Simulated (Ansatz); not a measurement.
# FGaH₂O₂ + H₂: a complex and its separated parts

Aim: how far the complex at one end of a reaction step lies below its separated, relaxed parts, level by level.

Computed with Ansatz 0.2.0, Gaussian basis. Level: PBE0-D4/def2-TZVP structures, single points in def2-TZVPP, no counterpoise correction.

Levels: SPW92, PBE-D4, BLYP-D4, r2SCAN-D4, B97M-V, PBE0-D4, B3LYP-D4, r2SCAN0-D4, BHLYP-D4, CAM-B3LYP-D4, wB97X-V, wB97M-V, B2PLYP, PBE-QIDH, RPA on PBE, Hartree-Fock, MP2, CCSD, CCSD(T).

Cores are frozen in the correlated methods. Filled d shells of the heavier atoms are correlated. B3LYP uses VWN-RPA correlation. B2PLYP carries no dispersion term here.

21 further runs of the same task are left out: 21 set aside as unsound or not needed.

## (1) Where the work starts

The complex: 8 atoms, charge 0, spin multiplicity 1.

Atoms are counted from 1 here; the program's logs count them from 0.

Bond lengths: Ga1–O3 1.764 Å, Ga1–O4 1.764 Å, Ga1–F6 1.757 Å, H2–H5 0.751 Å, O3–H7 0.960 Å, O4–H8 0.960 Å. Angles: O3–Ga1–O4 121.6°, O3–Ga1–F6 119.1°, O4–Ga1–F6 119.1°, Ga1–O3–H7 112.6°, Ga1–O4–H8 112.6°.

Coordinates:

```mol
FGaH4O2
  3D, bonds by distance, orders not assigned

  8  6  0  0  0  0  0  0  0  0999 V2000
   -0.4982    0.2569   -0.1777 Ga  0  0
    1.6195   -0.9649    0.5249 H   0  0
   -0.0789    0.0942   -1.8834 O   0  0
   -1.5099   -0.9318    0.6439 O   0  0
    1.7259   -0.2989    0.8559 H   0  0
   -0.0061    1.7040    0.6884 F   0  0
    0.4396    0.8343   -2.2082 H   0  0
   -1.6919   -0.6940    1.5562 H   0  0
  1  3  8  0
  1  4  8  0
  1  6  8  0
  2  5  8  0
  3  7  8  0
  4  8  8  0
M  END
```

Its parts: FGaH₂O₂ holds atoms 1, 3, 4, 6, 7, 8; H₂ holds atoms 2, 5. Each part counts its atoms afresh in its own runs.

## (2) Relaxing FGaH₂O₂ alone

relax-a/in.yaml reads:

```yaml
crystal:
  periodic: [false, false, false]
  atoms:
    - {symbol: Ga, position_ang: [-0.498170, 0.256855, -0.177711]}
    - {symbol: O, position_ang: [-0.078863, 0.094195, -1.883381]}
    - {symbol: O, position_ang: [-1.509852, -0.931829, 0.643939]}
    - {symbol: F, position_ang: [-0.006112, 1.704047, 0.688432]}
    - {symbol: H, position_ang: [0.439559, 0.834283, -2.208181]}
    - {symbol: H, position_ang: [-1.691873, -0.693971, 1.556232]}
basis:
  gaussian: {orbitals: def2-TZVP}
hamiltonian: {xc: pbe0, dispersion: d4}
relax: {f_tol: 0.005, max_steps: 200}
```

The command line of these runs was not kept.

Standard output, shortened:

```text
Functional definition: PBE0
  name "PBE0"
  cite "Adamo & Barone, J. Chem. Phys. 110, 6158 (1999) doi:10.1063/1.478522"
  cite "Perdew, Burke & Ernzerhof, Phys. Rev. Lett. 77, 3865 (1996) doi:10.1103/PhysRevLett.77.3865"
  parent pbe
[...]
959 factors; their error is unknown
[...]
mean field -59213.55182648 eV, -2176.0578932363 hartree, gradient 3.6e-5 eV, S^2 0.000000; 0 other end points of the search recorded, 0 dependent functions left out
[...]
reference -59213.55185198 eV, -2176.0578941732 hartree; 29, 29 occupied and 124, 124 virtual orbitals, 959 factors
relax step   1: F+E_penalty+E_count = -59213.62668053 eV  Δ(F+E_penalty+E_count) = +0.000e0 eV  max|allowed force component| = 1.684e-1 eV/Å  Δτ_max = 0.0000 Å  (26 SCF iters, accepted)
[...]
relax step   4: F+E_penalty+E_count = -59213.63165116 eV  Δ(F+E_penalty+E_count) = -4.720e-5 eV  max|allowed force component| = 4.551e-2 eV/Å  Δτ_max = 0.0107 Å  (31 SCF iters, accepted)
[...]
relax step   5: F+E_penalty+E_count = -59213.63184082 eV  Δ(F+E_penalty+E_count) = -1.897e-4 eV  max|allowed force component| = 4.512e-3 eV/Å  Δτ_max = 0.0072 Å  (32 SCF iters, accepted)
959 factors; their error is unknown
[...]
mean field -59213.55692645 eV, -2176.0580806564 hartree, gradient 1.5e-5 eV, S^2 0.000000; 1 other end points of the search recorded, 0 dependent functions left out
[...]
reference -59213.55695192 eV, -2176.0580815927 hartree; 29, 29 occupied and 124, 124 virtual orbitals, 959 factors
Total energy: -59213.63186630 eV, -2176.0608346453 hartree
Atom 0 at    -0.535579     0.270675    -0.193280 Å, force     0.001417     0.003169     0.002089 eV/Å
Atom 1 at    -0.075711     0.096390    -1.884680 Å, force    -0.002317    -0.004385     0.000751 eV/Å
Atom 2 at    -1.509729    -0.931813     0.647994 Å, force     0.000612    -0.002284    -0.004423 eV/Å
Atom 3 at    -0.004396     1.692431     0.684677 Å, force    -0.000361    -0.001529    -0.000825 eV/Å
Atom 4 at     0.455560     0.831927    -2.199524 Å, force     0.002198     0.003857    -0.002104 eV/Å
Atom 5 at    -1.675456    -0.696029     1.564144 Å, force    -0.001548     0.001171     0.004512 eV/Å
Dipole moment:     0.046904     0.123503     0.076697 e Å
```

It took 12 s on 4 threads, shared host; peak memory 0.33 GiB.

Step by step: (the energy doesn't fall at every step)

```tsv
step	energy from step 1 (eV)	largest force component (eV/Å)
1	0.0000	0.1684
2	0.0257	0.4598
3	-0.0049	0.0891
4	-0.0050	0.0455
5	-0.0052	0.0045
```

Close pairs (by a distance rule), those that changed most:

```tsv
bond	before (Å)	after (Å)	change (Å)
Ga1–F4	1.757	1.753	-0.004
Ga1–O2	1.764	1.761	-0.003
Ga1–O3	1.764	1.761	-0.003
O3–H6	0.960	0.960	+0.000
O2–H5	0.960	0.960	+0.000
```

## (3) Relaxing H₂ alone

relax-b/in.yaml reads:

```yaml
crystal:
  periodic: [false, false, false]
  atoms:
    - {symbol: H, position_ang: [1.619516, -0.964857, 0.524859]}
    - {symbol: H, position_ang: [1.725895, -0.298921, 0.855912]}
basis:
  gaussian: {orbitals: def2-TZVP}
hamiltonian: {xc: pbe0, dispersion: d4}
relax: {f_tol: 0.005, max_steps: 200}
```

Standard output, shortened:

```text
[... 5 set-up lines as earlier in the session ...]
[...]
88 factors; their error is unknown
[...]
mean field -31.78817938 eV, -1.1681940452 hartree, gradient 1.7e-5 eV, S^2 0.000000; 0 other end points of the search recorded, 0 dependent functions left out
[...]
reference -31.78819527 eV, -1.1681946294 hartree; 1, 1 occupied and 11, 11 virtual orbitals, 88 factors
relax step   1: F+E_penalty+E_count = -31.78978779 eV  Δ(F+E_penalty+E_count) = +0.000e0 eV  max|allowed force component| = 1.618e-1 eV/Å  Δτ_max = 0.0000 Å  (15 SCF iters, accepted)
[...]
relax step   2: F+E_penalty+E_count = -31.79025918 eV  Δ(F+E_penalty+E_count) = -4.714e-4 eV  max|allowed force component| = 2.569e-3 eV/Å  Δτ_max = 0.0025 Å  (18 SCF iters, accepted)
88 factors; their error is unknown
mean field -31.78865262 eV, -1.1682114365 hartree, gradient 8.1e-6 eV, S^2 0.000000; 1 other end points of the search recorded, 0 dependent functions left out
[...]
reference -31.78866848 eV, -1.1682120195 hartree; 1, 1 occupied and 11, 11 virtual orbitals, 88 factors
Total energy: -31.79027505 eV, -1.1682710597 hartree
Atom 0 at     1.619874    -0.962615     0.525973 Å, force     0.000410     0.002569     0.001277 eV/Å
Atom 1 at     1.725537    -0.301163     0.854798 Å, force    -0.000410    -0.002569    -0.001277 eV/Å
Dipole moment:    -0.000000    -0.000000    -0.000000 e Å
```

It took 0.15 s on 4 threads, shared host.

Along the way:

```tsv
step	energy from step 1 (eV)	largest force component (eV/Å)
1	0.0000	0.1618
2	-0.0005	0.0026
```

The bond:

```tsv
bond	before (Å)	after (Å)	change (Å)
H1–H2	0.751	0.746	-0.005
```

## (4) wB97M-V/def2-TZVPP

parta/in.yaml reads:

```yaml
crystal:
  periodic: [false, false, false]
  atoms:
    - {symbol: Ga, position_ang: [-0.535579, 0.270675, -0.193280]}
    - {symbol: O, position_ang: [-0.075711, 0.096390, -1.884680]}
    - {symbol: O, position_ang: [-1.509729, -0.931813, 0.647994]}
    - {symbol: F, position_ang: [-0.004396, 1.692431, 0.684677]}
    - {symbol: H, position_ang: [0.455560, 0.831927, -2.199524]}
    - {symbol: H, position_ang: [-1.675456, -0.696029, 1.564144]}
basis:
  gaussian: {orbitals: def2-TZVPP}
hamiltonian: {xc: {name: wB97M-V}}
```

partb/in.yaml reads:

```yaml
crystal:
  periodic: [false, false, false]
  atoms:
    - {symbol: H, position_ang: [1.619874, -0.962615, 0.525973]}
    - {symbol: H, position_ang: [1.725537, -0.301163, 0.854798]}
basis:
  gaussian: {orbitals: def2-TZVPP}
hamiltonian: {xc: {name: wB97M-V}}
```

Log of parta, shortened:

```text
Functional definition: wB97M-V
  name "wB97M-V"
  cite "Mardirossian & Head-Gordon, J. Chem. Phys. 144, 214110 (2016) doi:10.1063/1.4952647"
  cite "Becke, J. Chem. Phys. 107, 8554 (1997) doi:10.1063/1.475007"
  cite "Vydrov & Van Voorhis, J. Chem. Phys. 133, 244103 (2010) doi:10.1063/1.3521275"
  # Of w^i u^j: cxij and so on, Table III.
[...]
  gx(w, u) = 1 - cx + cx01*u + cx10*w
  gss(w, u) = css00 + css04*u^4 + css10*w + css20*w^2 + css43*w^4*u^3
  gos(w, u) = cos00 + cos10*w + (cos20 + cos21*u)*w^2 + (cos60 + cos61*u)*w^6
[...]
      + integral(e_c_pw_mod_opposite_spin*gos(b97_w_opposite, b97_u_opposite)) + vv10(b, c)
979 factors; their error is unknown
204 factors; integrals over basis functions are off by at most 5.1e-6 eV
[...]
mean field -59222.90204296 eV, -2176.4015073539 hartree, gradient 5.7e-5 eV, S^2 0.000000; 0 other end points of the search recorded, 0 dependent functions left out
reference -59222.90208469 eV, -2176.4015088874 hartree; 29, 29 occupied and 140, 140 virtual orbitals, 979 factors
Total energy: -59222.90208469 eV, -2176.4015088874 hartree
```

Log of partb, shortened:

```text
[... 5 set-up lines as earlier in the session ...]
  # Of w^i u^j: cxij and so on, Table III.
[...]
  gx(w, u) = 1 - cx + cx01*u + cx10*w
  gss(w, u) = css00 + css04*u^4 + css10*w + css20*w^2 + css43*w^4*u^3
  gos(w, u) = cos00 + cos10*w + (cos20 + cos21*u)*w^2 + (cos60 + cos61*u)*w^6
[...]
      + integral(e_c_pw_mod_opposite_spin*gos(b97_w_opposite, b97_u_opposite)) + vv10(b, c)
118 factors; their error is unknown
42 factors; integrals over basis functions are off by at most 3.0e-5 eV
[...]
mean field -31.60110928 eV, -1.1613193459 hartree, gradient 7.3e-6 eV, S^2 0.000000; 0 other end points of the search recorded, 0 dependent functions left out
reference -31.60113353 eV, -1.1613202373 hartree; 1, 1 occupied and 27, 27 virtual orbitals, 118 factors
Total energy: -31.60113353 eV, -1.1613202373 hartree
```

Times: 4.8 s (parta), 0.2 s (partb) on 4 threads, shared host; peak memory 0.46 GiB.

## (5) CCSD(T)/def2-TZVPP

Each input of step 4 (parta, partb) changes in the same lines:

```diff
-hamiltonian: {xc: {name: wB97M-V}}
+correlation: {method: ccsd_t}
```

parta printed, shortened:

```text
Functional definition: HF
  name "HF"
  cite "Fock, Z. Phys. 61, 126 (1930) doi:10.1007/BF01340294"
[... 1 set-up line as earlier in the session ...]
[...]
1094 factors; integrals over basis functions are off by at most 8.6e-4 eV
[...]
mean field -59152.21593692 eV, -2173.8038408696 hartree, gradient 2.9e-6 eV, S^2 0.000000; 0 other end points of the search recorded, 0 dependent functions left out
12 core orbitals not correlated: weight in the atoms' cores, before any rotation towards them, 1.000 or more for the frozen orbitals, at most 0.000 for the correlated occupied ones
reference -59152.21593692 eV, -2173.8038408696 hartree; 17, 17 occupied and 140, 140 virtual orbitals, 1094 factors
second order -26.13094645 eV of doubles, -0.00000000 eV of singles
cycle   1  -25.14971945 eV  change    9.8e-1 eV  update   1.2e-1
[...]
cycle   9  -25.92592154 eV  change   -1.2e-5 eV  update   2.4e-5
perturbative correction -0.91677017 eV, -0.0336906824 hartree
Total energy: -59179.05862863 eV, -2174.7902915954 hartree
```

Log of partb, shortened:

```text
[... 4 set-up lines as earlier in the session ...]
[...]
145 factors; integrals over basis functions are off by at most 7.4e-4 eV
[...]
mean field -30.82769272 eV, -1.1328968118 hartree, gradient 4.2e-7 eV, S^2 0.000000; 0 other end points of the search recorded, 0 dependent functions left out
reference -30.82769272 eV, -1.1328968118 hartree; 1, 1 occupied and 27, 27 virtual orbitals, 145 factors
second order -0.86257774 eV of doubles, -0.00000000 eV of singles
cycle   1  -1.00723535 eV  change   -1.4e-1 eV  update   2.6e-2
[...]
cycle   7  -1.07308761 eV  change    6.9e-7 eV  update   4.2e-7
perturbative correction -0.00000000 eV, -0.0000000000 hartree
Total energy: -31.90078033 eV, -1.1723320540 hartree
```

Times: 16 s (parta), 0.1 s (partb) on 4 threads, shared host; peak memory 1.1 GiB.

## (6) Vibrations of FGaH₂O₂

vib-parta/in.yaml reads:

```yaml
crystal:
  periodic: [false, false, false]
  atoms:
    - {symbol: Ga, position_ang: [-0.535579, 0.270675, -0.193280]}
    - {symbol: O, position_ang: [-0.075711, 0.096390, -1.884680]}
    - {symbol: O, position_ang: [-1.509729, -0.931813, 0.647994]}
    - {symbol: F, position_ang: [-0.004396, 1.692431, 0.684677]}
    - {symbol: H, position_ang: [0.455560, 0.831927, -2.199524]}
    - {symbol: H, position_ang: [-1.675456, -0.696029, 1.564144]}
basis:
  gaussian: {orbitals: def2-TZVP}
hamiltonian: {xc: pbe0, dispersion: d4}
phonons: {temperatures: {t_min: 298.15, t_max: 900, t_step: 200}}
```

Standard output, shortened:

```text
[... 5 set-up lines as earlier in the session ...]
[...]
959 factors; their error is unknown
[...]
mean field -59213.55692645 eV, -2176.0580806565 hartree, gradient 2.6e-5 eV, S^2 0.000000; 0 other end points of the search recorded, 0 dependent functions left out
[...]
reference -59213.55695192 eV, -2176.0580815928 hartree; 29, 29 occupied and 124, 124 virtual orbitals, 959 factors
[... from here to the last solve, the lines of the solves are left out (19 solves) ...]
959 factors; their error is unknown
[...]
mean field -59213.55690707 eV, -2176.0580799444 hartree, gradient 1.5e-6 eV, S^2 0.000000; 0 other end points of the search recorded, 0 dependent functions left out
[...]
reference -59213.55693255 eV, -2176.0580808809 hartree; 29, 29 occupied and 124, 124 virtual orbitals, 959 factors
Total energy: -59213.63186630 eV, -2176.0608346451 hartree
Atom 0 at    -0.535579     0.270675    -0.193280 Å, force     0.001412     0.003162     0.002083 eV/Å
Atom 1 at    -0.075711     0.096390    -1.884680 Å, force    -0.002331    -0.004400     0.000769 eV/Å
Atom 2 at    -1.509729    -0.931813     0.647994 Å, force     0.000623    -0.002282    -0.004449 eV/Å
Atom 3 at    -0.004396     1.692431     0.684677 Å, force    -0.000361    -0.001530    -0.000826 eV/Å
Atom 4 at     0.455560     0.831927    -2.199524 Å, force     0.002210     0.003874    -0.002111 eV/Å
Atom 5 at    -1.675456    -0.696029     1.564144 Å, force    -0.001553     0.001176     0.004534 eV/Å
Dipole moment:     0.046905     0.123503     0.076697 e Å
Vibrations: 170.94 179.25 202.06 319.13 360.04 658.44 717.39 761.79 858.35 891.06 3895.92 3896.81 cm⁻¹, zero-point energy 0.800391 eV
```

Run time: 28 s. Hardware: 4 threads, shared host; peak memory 0.33 GiB.

Wavenumbers and character of the modes:

```tsv
mode	wavenumber (cm⁻¹)	character
1	171	bend
2	179	bend
3	202	torsion with out-of-plane bend
4	319	torsion
5	360	torsion
6	658	Ga–F and Ga–O stretch
7	717	Ga–O and Ga–F stretch
8	762	Ga–O stretch
9	858	bend
10	891	bend
11	3896	O–H stretch
12	3897	O–H stretch
```

Vibrational sums (real modes only):

```tsv
T (K)	entropy (J/mol/K)	heat capacity (J/mol/K)
298	44.0	51.3
498	74.7	67.5
698	98.8	74.6
898	118.1	78.8
```

## (7) Vibrations of H₂

vib-partb/in.yaml reads:

```yaml
crystal:
  periodic: [false, false, false]
  atoms:
    - {symbol: H, position_ang: [1.619874, -0.962615, 0.525973]}
    - {symbol: H, position_ang: [1.725537, -0.301163, 0.854798]}
basis:
  gaussian: {orbitals: def2-TZVP}
hamiltonian: {xc: pbe0, dispersion: d4}
phonons: {temperatures: {t_min: 298.15, t_max: 900, t_step: 200}}
```

Standard output, shortened:

```text
[... 5 set-up lines as earlier in the session ...]
[...]
88 factors; their error is unknown
[...]
mean field -31.78865262 eV, -1.1682114366 hartree, gradient 1.7e-5 eV, S^2 0.000000; 0 other end points of the search recorded, 0 dependent functions left out
[...]
reference -31.78866848 eV, -1.1682120195 hartree; 1, 1 occupied and 11, 11 virtual orbitals, 88 factors
[...]
88 factors; their error is unknown
mean field -31.78865260 eV, -1.1682114361 hartree, gradient 4.1e-7 eV, S^2 0.000000; 0 other end points of the search recorded, 0 dependent functions left out
[...]
reference -31.78866847 eV, -1.1682120190 hartree; 1, 1 occupied and 11, 11 virtual orbitals, 88 factors
[...]
88 factors; their error is unknown
[...]
mean field -31.78854721 eV, -1.1682075630 hartree, gradient 2.3e-7 eV, S^2 0.000000; 0 other end points of the search recorded, 0 dependent functions left out
[...]
reference -31.78856306 eV, -1.1682081454 hartree; 1, 1 occupied and 11, 11 virtual orbitals, 88 factors
[...]
88 factors; their error is unknown
mean field -31.78853234 eV, -1.1682070165 hartree, gradient 2.3e-7 eV, S^2 0.000000; 0 other end points of the search recorded, 0 dependent functions left out
[...]
reference -31.78854822 eV, -1.1682076000 hartree; 1, 1 occupied and 11, 11 virtual orbitals, 88 factors
Total energy: -31.79027505 eV, -1.1682710597 hartree
Atom 0 at     1.619874    -0.962615     0.525973 Å, force     0.000408     0.002556     0.001271 eV/Å
Atom 1 at     1.725537    -0.301163     0.854798 Å, force    -0.000408    -0.002556    -0.001271 eV/Å
Dipole moment:    -0.000000    -0.000000    -0.000000 e Å
Vibrations: 4413.95 cm⁻¹, zero-point energy 0.273630 eV
```

Wall time 0.2 s (4 threads, shared host).

Wavenumbers and character of the modes:

```tsv
mode	wavenumber (cm⁻¹)	character
1	4414	H–H stretch
```

Vibrational sums (real modes only):

```tsv
T (K)	entropy (J/mol/K)	heat capacity (J/mol/K)
298	0.0	0.0
498	0.0	0.0
698	0.0	0.1
898	0.1	0.4
```

## (8) Complex less separated parts

The complex's own energies come from single points at the same levels. Levels not printed above were run the same way.

Rows are in def2-TZVPP; times add the 3 runs of a level on a shared host, so small differences are noise.

Differences are taken before rounding.

```tsv
method	rung	complex less parts (kJ/mol)	from CCSD(T) (kJ/mol)	time
SPW92	LDA	-17.1	-10.2	1.6 s
PBE-D4	GGA	-7.5	-0.5	2.6 s
BLYP-D4	GGA	-3.8	+3.1	2.8 s
r2SCAN-D4	meta-GGA	-8.5	-1.6	6.2 s
B97M-V	meta-GGA	-6.7	+0.2	13 s
PBE0-D4	hybrid	-8.3	-1.4	3.9 s
B3LYP-D4	hybrid	-5.9	+1.0	3.9 s
r2SCAN0-D4	hybrid	-9.5	-2.6	6.8 s
BHLYP-D4	hybrid	-8.1	-1.2	3.9 s
CAM-B3LYP-D4	range-separated hybrid	-7.5	-0.5	4.5 s
wB97X-V	range-separated hybrid	-7.9	-0.9	10 s
wB97M-V	range-separated hybrid	-8.0	-1.1	12 s
B2PLYP	double hybrid	-3.6	+3.3	6.8 s
PBE-QIDH	double hybrid	-7.0	-0.1	7 s
RPA on PBE	RPA	-4.2	+2.7	6.8 s
Hartree-Fock	wavefunction	-1.1	+5.9	
MP2	wavefunction	-6.2	+0.7	
CCSD	wavefunction	-6.4	+0.5	
CCSD(T)	wavefunction	-6.9	0	1.8 min
```

Among the levels timed on like hardware and quicker than the yardstick, those that no quicker one beats, quickest first: SPW92 (1.6 s, -10.2 kJ/mol); PBE-D4 (2.6 s, -0.5 kJ/mol); CAM-B3LYP-D4 (4.5 s, -0.5 kJ/mol); PBE-QIDH (7 s, -0.1 kJ/mol).

PBE-QIDH reaches 0.1 kJ/mol from the reference in 7 s, where CCSD(T) took 1.8 min; the quickest level in the cost chart, SPW92, takes 1.6 s and misses by 10.2 kJ/mol.

The complex's zero-point energy, from a separate PBE0-D4 run, is 1.142 eV.

## (9) Results

| quantity | value |
| --- | --- |
| complex less parts, CCSD(T)/def2-TZVPP | -6.9 kJ/mol |
| with zero-point energy | -0.4 kJ/mol |
| largest T1 diagnostic | 0.014 |

In words: At CCSD(T) the complex lies 6.9 kJ/mol below its parts. The functionals run from PBE-QIDH, off by -0.1 kJ/mol, to SPW92, off by -10.2 kJ/mol, against CCSD(T). Mean unsigned error by rung: LDA 10.2, GGA 1.8, meta-GGA 0.9, hybrid 1.5, range-separated hybrid 0.9, double hybrid 1.7 kJ/mol. PBE-D4 gives a relative energy 0.5 kJ/mol too low, an error of 8 % of the reference. No counterpoise was applied, and triple zeta lacks some correlation, so the CCSD(T) reference has a basis error of its own, and close matches with it are partly luck.
